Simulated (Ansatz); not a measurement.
# Ti5Al2C3: a two-dimensional strain map

The task, for Ti5Al2C3: strain the cell in the xy plane and along z independently.

Computed with Ansatz 0.2.0 (DFT r2SCAN, scalar-relativistic, plane waves, PAW, unless a step's input says otherwise).

2 further runs of the same task are left out: 1 that didn't finish, 1 set aside as unsound or not needed.

## (1) The structure to begin with

Symmetry: R-3m, No. 166, trigonal system. The conventional cell has a = 3.064 Å, b = 3.064 Å, c = 48.520 Å, α = 90.00°, β = 90.00°, γ = 120.00°. Around Ti (site symmetry -3m) lie 6 C at 2.19 Å. Ti (site symmetry 3m) has 3 C at 2.07 Å as nearest neighbours. Around Ti (site symmetry 3m) lie 3 C at 2.11 Å. Al (site symmetry 3m) has 6 Ti at 2.88 to 2.90 Å and 6 Al at 3.06 Å as nearest neighbours. Around C (site symmetry 3m) lie 6 Ti at 2.07 to 2.19 Å. C (site symmetry -3m) is surrounded by 6 Ti at 2.11 Å.

Structure file:

```
CELL_PARAMETERS angstrom
1.53183 0.88440 16.17323
-1.53183 0.88440 16.17323
0.00000 -1.76880 16.17323
ATOMIC_POSITIONS crystal
Ti 0.50000 0.50000 0.50000
Ti 0.78450 0.78450 0.78450
Ti 0.69026 0.69026 0.69026
Ti 0.30974 0.30974 0.30974
Ti 0.21550 0.21550 0.21550
Al 0.59614 0.59614 0.59614
Al 0.40386 0.40386 0.40386
C 0.86001 0.86001 0.86001
C 0.13999 0.13999 0.13999
C 0.00000 0.00000 0.00000
```

It goes back to an entry of the Materials Project, which need not be the stable form.

This cell was relaxed beforehand with the same method: volume 13.15 Å³/atom, gap on the mesh none (metal).

## (2) The undisturbed cell

input.yaml reads:

```yaml
crystal:
  lattice:
    - [1.5318291052, 0.8844019463, 16.1732339489]
    - [-1.5318291052, 0.8844019463, 16.1732339489]
    - [0.0, -1.7688038925, 16.1732339489]
  atoms:
    - { symbol: Ti, position: [0.5, 0.5, 0.5] }
    - { symbol: Ti, position: [0.7845029468, 0.7845029468, 0.7845029468] }
    - { symbol: Ti, position: [0.6902641809, 0.6902641809, 0.6902641809] }
    - { symbol: Ti, position: [0.3097358191, 0.3097358191, 0.3097358191] }
    - { symbol: Ti, position: [0.2154970532, 0.2154970532, 0.2154970532] }
    - { symbol: Al, position: [0.5961401055, 0.5961401055, 0.5961401055] }
    - { symbol: Al, position: [0.4038598945, 0.4038598945, 0.4038598945] }
    - { symbol: C, position: [0.8600127593, 0.8600127593, 0.8600127593] }
    - { symbol: C, position: [0.1399872407, 0.1399872407, 0.1399872407] }
    - { symbol: C, position: [0.0, 0.0, 0.0] }
basis:
  ecutwfc: 500
kpoints:
  mp_grid: { grid: [12, 12, 12] }
hamiltonian:
  xc: r2scan
scf:
  occupations: { method: gaussian, width: 0.15 }
output:
  forces: true
  stress: true
  eigenvalues: true
  write_density: true
  write_potential: true
  elf: true
  volumetric_format: npy
```

On the command line:

```console
$ ansatz run input.yaml --threads 2 --pin off --max-ram 5120MiB --backend cpu --events-out ev --progress --plain --runs-dir out
```

Further runs follow: At p = -0.030, q = -0.030; point p = -0.030, q = 0.000; p = -0.030, q = 0.030; At p = 0.000, q = -0.030; point p = 0.000, q = 0.030; p = 0.030, q = -0.030; point p = 0.030, q = 0.000; point p = 0.030, q = 0.030; point p = -0.030, q = -0.015; p = -0.030, q = 0.015; p = -0.015, q = -0.030; point p = -0.015, q = 0.000; p = -0.015, q = 0.030.

**Question.** What will these runs give? Wanted: highest point; lowest point away from the origin.

**Answer**, as computed:

| quantity | value |
| --- | --- |
| highest point | 66.9 meV/atom at (p, q) = (-0.030, -0.030) |
| lowest point away from the origin | 8.6 meV/atom at (-0.015, 0.000) |

What this shows: The undisturbed cell is the lowest computed point. At |p| = |q| = 0.030, points where p and q have the same sign cost 61.3 meV/atom on average, those of opposite sign 33.3: stretching in the plane is cheaper with a contraction along z.
